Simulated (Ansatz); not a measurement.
# C₃H₅FSSi: small, medium and large basis sets

The task here is to estimate one member of a computed series from the others.

Method: one geometry, several basis sets; program: Ansatz 0.2.0, Gaussian basis.

Levels to be run: PBE0-D4/def2-SVP; ωB97M-V/def2-SVP; PBE0-D4/def2-QZVPP; ωB97M-V/def2-QZVPP; the functionals' def2-TZVPP values are taken from earlier runs.

### The geometry

The geometry comes from an earlier relaxation with PBE0-D4 in a triple-zeta def2 set; it is a stationary point, not always the lowest conformer.

SMILES `C=C1S[Si]1(C)F`, 11 atoms, charge 0, spin multiplicity 1.

Atoms are counted from 1 here; the program's logs count them from 0.

Bond lengths: C1–C2 1.322 Å, C1–H7 1.085 Å, C1–H8 1.084 Å, C2–S3 1.818 Å, C2–Si4 1.794 Å, S3–Si4 2.092 Å, Si4–C5 1.842 Å, Si4–F6 1.591 Å, C5–H9 1.092 Å, C5–H10 1.092 Å, C5–H11 1.091 Å. Angles: C2–C1–H7 122.6°, C2–C1–H8 119.9°, H7–C1–H8 117.5°, C1–C2–S3 131.8°, C1–C2–Si4 157.4°, S3–C2–Si4 70.8°, C2–S3–Si4 54.1°, C2–Si4–S3 55.2°, C2–Si4–C5 125.5°, C2–Si4–F6 118.9°, S3–Si4–C5 122.1°, S3–Si4–F6 118.1°, C5–Si4–F6 108.5°, Si4–C5–H9 110.4°, Si4–C5–H10 110.3°, Si4–C5–H11 109.7°, H9–C5–H10 108.2°, H9–C5–H11 109.2° and more.

As a file:

```xyz
11
C3H5FSSi
C    -0.0462   -2.2051    0.9838
C     0.1969   -0.9142    0.8315
S     1.6016    0.1227    1.3397
Si   -0.1053    0.7799    0.3246
C    -0.0333    1.4071   -1.4053
F    -1.1690    1.6458    1.1314
H     0.6446   -2.8742    1.4862
H    -0.9681   -2.6304    0.6027
H    -1.0215    1.3616   -1.8687
H     0.3018    2.4465   -1.4182
H     0.6638    0.8033   -1.9874
```

The first run:

in.yaml

```yaml
crystal:
  periodic: [false, false, false]
  atoms:
    - {symbol: C, position_ang: [-0.046176, -2.205143, 0.983811]}
    - {symbol: C, position_ang: [0.196913, -0.914159, 0.831549]}
    - {symbol: S, position_ang: [1.601621, 0.122688, 1.339719]}
    - {symbol: Si, position_ang: [-0.105300, 0.779884, 0.324638]}
    - {symbol: C, position_ang: [-0.033269, 1.407099, -1.405318]}
    - {symbol: F, position_ang: [-1.169012, 1.645843, 1.131378]}
    - {symbol: H, position_ang: [0.644598, -2.874173, 1.486190]}
    - {symbol: H, position_ang: [-0.968075, -2.630416, 0.602732]}
    - {symbol: H, position_ang: [-1.021512, 1.361586, -1.868693]}
    - {symbol: H, position_ang: [0.301787, 2.446547, -1.418153]}
    - {symbol: H, position_ang: [0.663826, 0.803344, -1.987354]}
basis:
  gaussian: {orbitals: def2-SVP}
hamiltonian: {xc: pbe0, dispersion: d4}
output: {orbitals: {seedname: orbitals}}
```

Steps of the session up to this table: PBE0-D4 in def2-SVP; ωB97M-V in def2-SVP; PBE0-D4 in def2-QZVPP; ωB97M-V in def2-QZVPP.

One table of the session follows, with a row left open; its other results are not shown here.

It belongs to the step «Density functionals: the series». 

```
functional       basis  HOMO (eV)
   PBE0-D4    def2-SVP      -6.59
   PBE0-D4  def2-TZVPP          ?
   PBE0-D4  def2-QZVPP      -6.69
   ωB97M-V    def2-SVP      -8.63
   ωB97M-V  def2-TZVPP      -8.73
   ωB97M-V  def2-QZVPP      -8.76
```

**Question.** Estimate the row for PBE0-D4, def2-TZVPP.

**Answer.** HOMO (eV): -6.67. In the column «HOMO (eV)» it lies between PBE0-D4, def2-QZVPP (-6.69) and PBE0-D4, def2-SVP (-6.59).
